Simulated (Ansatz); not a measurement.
This script makes cell relaxations under several functionals of Be3N2, space group R3m with the Python package of Ansatz (0.2.0).

`run_lattice.py`
```python
import warnings

import ansatz as az
import numpy as np

def edges_and_angles(cell):
    cell = np.asarray(cell)
    a, b, c = np.linalg.norm(cell, axis=1)
    cosines = cell[1] @ cell[2] / (b * c), cell[0] @ cell[2] / (a * c), cell[0] @ cell[1] / (a * b)
    return (a, b, c, *np.degrees(np.arccos(cosines)))


def main() -> None:
    warnings.simplefilter("ignore", az.DeckWarning)

    structure = (
        az.Lattice.of((1.419805, 0.819725, 4.866216), (-1.419805, 0.819725, 4.866216), (0.0, -1.63945, 4.866216))
        .atom("Be", (0.859001, 0.859001, 0.859001))
        .atom("Be", (0.317695, 0.317695, 0.317695))
        .atom("Be", (0.088807, 0.088807, 0.088807))
        .atom("N", (0.204163, 0.204163, 0.204163))
        .atom("N", (0.708435, 0.708435, 0.708435))
    )

    calc = (
        structure.calculation()
        .occupations("fixed")
        .kpoints(length=13)
        .scf(tolerance=1e-09, lower_state_search="standard")
        .relax(cell=True, force_tolerance=0.05, max_displacement=0.05)
    )

    levels = [("lda", "none"), ("pbesol", "d3bj"), ("pbesol", "none")]
    print("level            a       b       c    alpha   beta  gamma  V/atom  steps")
    for name, dispersion in levels:
        seen = []
        run = calc.functional(name, dispersion=dispersion).session().plan()
        done = run.execute(on_event=lambda e: seen.append(e) if e["event"] == "relax_step" else None)
        cell = done.lattice.cell_ang
        label = name if dispersion == "none" else f"{name}+{dispersion}"
        print("{:13s} {:7.4f} {:7.4f} {:7.4f} {:6.2f} {:6.2f} {:6.2f}".format(label, *edges_and_angles(cell)), f"{abs(np.linalg.det(cell)) / len(done.lattice.sites):7.3f} {len(seen):5d}")


if __name__ == "__main__":
    main()
```

Rank the levels of theory by the volume of the relaxed cell.

From smallest to largest: LDA (6.56 Å³ an atom, -3.4 % against the start), PBEsol+D3BJ (6.60 Å³ an atom, -2.9 % against the start) and PBEsol (6.75 Å³ an atom, -0.6 % against the start). The spread is 2.9 % in volume.

The run itself:

```console
$ python run_lattice.py
level            a       b       c    alpha   beta  gamma  V/atom  steps
lda            5.0650  5.0650  5.0650  32.21  32.21  32.21   6.562    11
pbesol+d3bj    5.0753  5.0753  5.0753  32.20  32.20  32.20   6.600     9
pbesol         5.1192  5.1192  5.1192  32.16  32.16  32.16   6.755     9
```

Notes:
- The settings weren't tested for convergence.
- The k-point mesh is coarse, and energy and stress weren't tested for convergence.
- The program warned that this SCF threshold is loose for forces or stresses.
- Edges and angles are those of the cell as typed, here a primitive one, not of the conventional cell.
- This cell is a computed structure, which may not be the phase found in nature.
- The script silences the warnings on its input, which a real study should read.
- Hardware and time: 29 s on 1 thread of Arm Neoverse V1, with other jobs on the host, peak memory 0.37 GiB.
